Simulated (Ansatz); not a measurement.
# BrH₃InNO: geometry and vibrations

The task is to find a stationary geometry of BrH₃InNO, check the end point by its vibrations and derive ideal-gas thermochemistry.

The runs use Ansatz 0.2.0, Gaussian basis; RKS PBE0-D4/def2-TZVP.

Levels to be run: relaxation at PBE0-D4/def2-TZVP; harmonic vibrations at the same level.

2 further runs of the same task are left out: 1 for a known fault of the program, 1 set aside as unsound or not needed.

## Step 1: Starting geometry

SMILES `[NH2][In]([OH])[Br]`, 7 atoms, charge 0, spin multiplicity 1.

Atoms are counted from 1 here; the program's logs count them from 0.

Bond lengths: N1–In2 2.046 Å, N1–H5 1.016 Å, N1–H6 1.016 Å, In2–O3 1.946 Å, In2–Br4 2.477 Å, O3–H7 0.957 Å. Angles: In2–N1–H5 112.1°, In2–N1–H6 107.2°, H5–N1–H6 107.5°, N1–In2–O3 117.9°, N1–In2–Br4 126.4°, O3–In2–Br4 115.3°, In2–O3–H7 116.3°.

Coordinates:

```xyz
7
charge 0, multiplicity 1
N     0.1354   -0.6067   -1.5782
In   -0.0086   -0.1636    0.4139
O    -0.7759    1.5542    0.9114
Br    0.4469   -1.7043    2.2997
H     1.0183   -1.0542   -1.8073
H     0.0984    0.2731   -2.0858
H    -0.9145    1.7014    1.8463
```

The start is a GFN2-xTB geometry. In takes the def2 core potential; no spin-orbit term is included.

## Step 2: Relaxation at PBE0-D4/def2-TZVP

Input file in.yaml:

```yaml
crystal:
  periodic: [false, false, false]
  atoms:
    - {symbol: N, position_ang: [0.135430, -0.606650, -1.578230]}
    - {symbol: In, position_ang: [-0.008620, -0.163610, 0.413930]}
    - {symbol: O, position_ang: [-0.775930, 1.554250, 0.911410]}
    - {symbol: Br, position_ang: [0.446870, -1.704270, 2.299660]}
    - {symbol: H, position_ang: [1.018320, -1.054180, -1.807280]}
    - {symbol: H, position_ang: [0.098430, 0.273070, -2.085840]}
    - {symbol: H, position_ang: [-0.914500, 1.701380, 1.846340]}
basis:
  gaussian: {orbitals: def2-TZVP}
hamiltonian: {xc: pbe0, dispersion: d4}
relax: {f_tol: 0.005, max_steps: 150}
```

On the command line:

```bash
ansatz run in.yaml --threads 2 --pin off --events-out ev --progress --plain --max-ram 32768MiB --backend cuda --devices 0, --max-vram 18GiB
```

The runs that follow: Harmonic vibrations.

Q: Predict the results of all the runs planned. Wanted: point group; shift from the start; total energy; dispersion term; dipole moment; lowest, highest wavenumber; zero-point energy.

**Answer**, as computed:

| quantity | value |
| --- | --- |
| point group | C1 |
| steps | 10 |
| shift from the start (rms) | 0.149 Å |
| total energy | -78798.0775 eV |
| dispersion term | -120 meV |
| dipole moment | 1.64 D |
| lowest, highest wavenumber | 88, 3887 cm⁻¹ |
| zero-point energy | 102.6 kJ/mol |
| entropy at 298.15 K | 365.0 J/(mol K) |

What this shows: The atoms moved 0.15 Å (rms) from the start; the bond that changed most is N1–In2, from 2.046 to 2.003 Å. All wavenumbers are real, so the end point is a minimum. The stiffest mode, 3887 cm⁻¹, is an O–H stretch, and 3 modes under 200 cm⁻¹ make the vibrational entropy uncertain. Harmonic hybrid wavenumbers usually lie a few per cent above measured fundamentals. The largest Mulliken charge, +0.92 e, sits on In2.
